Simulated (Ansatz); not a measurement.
# C2H6Cl2GaN: taking an electron away

An exercise on one series of results from a longer session: the logs are not shown, and one member is left open.

Method: unrestricted cation, the program's frozen cores in correlated methods; program: Ansatz 0.2.0, Gaussian basis.

Levels to be run: UKS PBE-D4/def2-TZVPP; UKS r2SCAN-D4/def2-TZVPP; UKS PBE0-D4/def2-TZVPP; UKS B3LYP-D4/def2-TZVPP; UKS wB97X-V/def2-TZVPP; UKS wB97M-V/def2-TZVPP; UKS B2PLYP/def2-TZVPP; UHF-CCSD(T)/def2-TZVPP; UHF-MP2/def2-QZVPP; extrapolation to the limit; then −ε(HOMO) from the neutral's earlier runs with LDA (SPW92), PBE-D4, revPBE-D4, BLYP-D4, r2SCAN-D4, B97M-V, PBE0-D4, B3LYP-D4, r2SCANh-D4, r2SCAN0-D4, HSE06-D4, BHLYP-D4, CAM-B3LYP-D4, LC-ωPBE, ωB97X-V, ωB97M-V.

**The relaxed structure**

All runs share one geometry, relaxed beforehand with PBE0-D4 in a triple-zeta def2 set.

SMILES `C[N](C)[Ga]([Cl])[Cl]`, 12 atoms, charge 0, spin multiplicity 1.

Atoms are counted from 1 here; the program's logs count them from 0.

Bond lengths: C1–N2 1.442 Å, C1–H7 1.098 Å, C1–H8 1.098 Å, C1–H9 1.091 Å, N2–C3 1.442 Å, N2–Ga4 1.797 Å, C3–H10 1.091 Å, C3–H11 1.098 Å, C3–H12 1.098 Å, Ga4–Cl5 2.127 Å, Ga4–Cl6 2.127 Å. Angles: N2–C1–H7 111.2°, N2–C1–H8 111.2°, N2–C1–H9 110.9°, H7–C1–H8 107.5°, H7–C1–H9 108.0°, H8–C1–H9 108.0°, C1–N2–C3 114.3°, C1–N2–Ga4 122.9°, C3–N2–Ga4 122.9°, N2–C3–H10 110.9°, N2–C3–H11 111.2°, N2–C3–H12 111.2°, H10–C3–H11 108.0°, H10–C3–H12 108.0°, H11–C3–H12 107.5°, N2–Ga4–Cl5 120.5°, N2–Ga4–Cl6 120.5°, Cl5–Ga4–Cl6 118.9°.

As a file:

```xyz
12
C2H6Cl2GaN
C    -0.50414   -0.57058    1.22427
N    -0.00034    0.00030   -0.00027
C     0.98263   -0.81284   -0.67247
Ga   -0.54973    1.58941   -0.63398
Cl    0.24409    2.36225   -2.44984
Cl   -2.00493    2.72865    0.41921
H     0.30512   -0.73259    1.94910
H    -0.98406   -1.54155    1.04148
H    -1.24201    0.08783    1.68548
H     1.32493   -0.33041   -1.58939
H     0.56941   -1.79469   -0.94033
H     1.85901   -0.98575   -0.03327
```

Set-up of the first run:

in.yaml reads:

```yaml
crystal:
  periodic: [false, false, false]
  atoms:
    - {symbol: C, position_ang: [-0.504138, -0.570583, 1.224274]}
    - {symbol: N, position_ang: [-0.000337, 0.000301, -0.000274]}
    - {symbol: C, position_ang: [0.982628, -0.812844, -0.672470]}
    - {symbol: Ga, position_ang: [-0.549730, 1.589407, -0.633976]}
    - {symbol: Cl, position_ang: [0.244090, 2.362250, -2.449839]}
    - {symbol: Cl, position_ang: [-2.004932, 2.728647, 0.419212]}
    - {symbol: H, position_ang: [0.305116, -0.732589, 1.949104]}
    - {symbol: H, position_ang: [-0.984058, -1.541549, 1.041481]}
    - {symbol: H, position_ang: [-1.242007, 0.087826, 1.685482]}
    - {symbol: H, position_ang: [1.324931, -0.330412, -1.589392]}
    - {symbol: H, position_ang: [0.569414, -1.794689, -0.940328]}
    - {symbol: H, position_ang: [1.859013, -0.985754, -0.033273]}
basis:
  gaussian: {orbitals: def2-TZVPP}
total_charge: 1
magnetization: {spin_polarized: true, initial_magnetization: 1}
hamiltonian: {xc: pbe, dispersion: d4}
```

The run is started by

```sh
$ ansatz run in.yaml --threads 2 --pin off --events-out ev --progress --plain --max-ram 32768MiB --backend cuda --devices 0, --max-vram 18GiB
```

Among the steps run: Cation, UKS PBE-D4/def2-TZVPP; Cation, UKS r2SCAN-D4/def2-TZVPP; Cation, UKS PBE0-D4/def2-TZVPP; Cation, UKS B3LYP-D4/def2-TZVPP; Cation, UKS wB97X-V/def2-TZVPP; Cation, UKS wB97M-V/def2-TZVPP; Cation, UKS B2PLYP (frozen core)/def2-TZVPP; Cation, UHF-CCSD(T)/def2-TZVPP; Cation, UHF-MP2/def2-QZVPP.

One table of the session follows, with a row left open; its other results are not shown here.

It belongs to the step «Ionisation energies side by side». For comparison, −ε(HOMO) of the neutral from earlier runs:

```
  functional  −ε(HOMO) (eV)
 LDA (SPW92)              ?
      PBE-D4           5.62
   revPBE-D4           5.56
     BLYP-D4           5.51
   r2SCAN-D4           5.85
      B97M-V           5.95
     PBE0-D4           6.87
    B3LYP-D4           6.67
  r2SCANh-D4           6.32
  r2SCAN0-D4           7.04
    HSE06-D4           6.47
    BHLYP-D4           8.07
CAM-B3LYP-D4           8.24
     LC-ωPBE           9.57
     ωB97X-V           9.23
     ωB97M-V           9.14
```

Estimate the missing values for LDA (SPW92).

**Answer.** −ε(HOMO) (eV): 5.77. In the column «−ε(HOMO) (eV)» it lies between PBE-D4 (5.62) and r2SCAN-D4 (5.85).
